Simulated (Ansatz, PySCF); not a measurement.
**Ir2 in two programs**

Ir2 (triplet), relaxed with PySCF 2.14.0, UKS TPSS, Ir def2-SVP with ECP60; non-relativistic Hamiltonian with scalar-relativistic core potentials where named; density fitting; no spin-orbit coupling:

```xyz
2

Ir    0.0000    0.0000    1.1180
Ir    0.0000    0.0000   -1.1180
```

There the HOMO–LUMO gap over both spins is 0.57 eV. Another spin state tried lies lower. The state is spin-contaminated.

The same geometry by Ansatz 0.2.0 (PBE, PAW, a periodic box with 9 Å of vacuum; gaps over both spins; site moments in spheres, but by Gaussian weights under spin-orbit coupling, so that the two can't be compared; unpaired electrons at the start: 2, along z under spin-orbit coupling; the open shells may stand above their lowest state):

```
spin-orbit coupling  gap (eV)  spin moment on Ir1 (μB)  largest force component (eV/Å)
            without      0.34                     1.29                            0.85
```

Problem. What does the run with spin-orbit coupling give?

Solution. gap (eV): 0.29, spin moment on Ir1 (μB): 0.68, largest force component (eV/Å): 0.45. It took 45 s on 2 threads of Arm Neoverse V1 (shared host), peak memory 1.3 GiB.

The spin-orbit runs use fully relativistic datasets of their own, so changes of a few hundredths of an eV needn't come from the coupling.

The relaxed state isn't the lowest spin state tried at its geometry. No frequency check is given that shows the relaxed geometry to be a minimum. The relaxed state is spin-contaminated (spin squared 3.06 against 2.00).

The two programs differ in functional, so their gaps don't test each other.
